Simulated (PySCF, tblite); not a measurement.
# C3H14SSi3: geometry, infrared bands and NMR shifts

Aim: predict the infrared bands and NMR shifts of C3H14SSi3 (`C[SiH2]C[SiH2]S[SiH2]C`).

Programs: tblite 0.8.0 and PySCF 2.14.0, with density-fitted response routines of our own. Each step states its level of theory. These are calculated values for one molecule in the gas phase, unless marked as measured. Atoms count from 0, in the outputs and in this text.

### Step 1. The starting structure

21 atoms, charge 0, multiplicity 1; geometry from: force field or distance geometry start.

Bonds of the start (Å): C0–Si1 1.86, Si1–C2 1.86, C2–Si3 1.83, Si3–S4 2.13, S4–Si5 2.13, Si5–C6 1.86, C0–H7 1.10, C0–H8 1.11, C0–H9 1.12, Si1–H10 1.47, Si1–H11 1.45, C2–H12 1.14, C2–H13 1.11, Si3–H14 1.48, Si3–H15 1.48, Si5–H16 1.48, Si5–H17 1.47, C6–H18 1.11, C6–H19 1.12, C6–H20 1.10.

### Step 2. Relaxing the molecule with GFN2-xTB

What the job is given:

```
{"job": {"kind": "relax", "xc": "GFN2-xTB", "basis": "xTB"}, "charge": 0, "multiplicity": 1}
C     -4.453300    -0.104000    -0.077200
Si    -2.706300    -0.745500     0.009100
C     -1.600700     0.750700     0.074900
Si     0.034300     0.477400     0.845600
S      1.398000    -0.493700    -0.466800
Si     3.305700     0.410400    -0.205300
C      4.705300    -0.819200    -0.193700
H     -4.925300    -0.437800    -1.013000
H     -4.996900    -0.414800     0.833300
H     -4.440700     1.016100    -0.147500
H     -2.622200    -1.583900     1.209200
H     -2.507500    -1.585900    -1.161400
H     -2.151900     1.504600     0.725400
H     -1.505100     1.109900    -0.972700
H      0.611900     1.801500     1.183800
H     -0.136300    -0.224000     2.140100
H      3.293400     1.078700     1.115100
H      3.607000     1.452100    -1.195300
H      4.795600    -1.355100    -1.163000
H      5.660600    -0.260300    -0.005200
H      4.625300    -1.560200     0.618900
```

The run is started by

```bash
> OMP_NUM_THREADS=1 python probes_run.py task.json out
```

The driver reads the jobs from task.json and runs them one after another.

**Question.** This job is followed by: GFN2-xTB harmonic vibrations, gas phase; GIAO PBE0/pcSseg-1 NMR shielding, non-relativistic, gas phase. Predict these results of the whole session: strongest single infrared mode (GFN2-xTB); zero-point energy (GFN2-xTB); ¹³C shifts against TMS (PBE0/pcSseg-1); ¹H shifts against TMS (PBE0/pcSseg-1, means over atoms taken as alike); ²⁹Si shifts against TMS (PBE0/pcSseg-1); ³³S shifts against CS2 (PBE0/pcSseg-1).

The runs gave:

| quantity | value |
| --- | --- |
| strongest single infrared mode (GFN2-xTB) | 2256 cm⁻¹, 544 km/mol |
| zero-point energy (GFN2-xTB) | 95.2 kcal/mol |
| ¹³C shifts against TMS (PBE0/pcSseg-1) | -3.6, -4.0, -4.5 ppm |
| ¹H shifts against TMS (PBE0/pcSseg-1, means over atoms taken as alike) | 4.96, 4.81, 4.40, 0.49, 0.20, 0.09 ppm |
| ²⁹Si shifts against TMS (PBE0/pcSseg-1) | -28.0, -28.2, -44.0 ppm |
| ³³S shifts against CS2 (PBE0/pcSseg-1) | -305 ppm |

**Reading.** The optimisation took 225 steps and gained 0.532 eV; among the close pairs (by a distance rule), C2–Si3 changed most, from 1.828 to 1.886 Å. No mode is imaginary among the 57: a minimum at this level. The strongest single mode, at 2256 cm⁻¹, moves mainly H16 and H17. Unscaled tight-binding wavenumbers are off by several per cent, some by more. Its intensities can rank the bands wrongly. At PBE0/pcSseg-1: The largest span, 141 ppm, is at S4, where the paramagnetic term is -256 ppm.
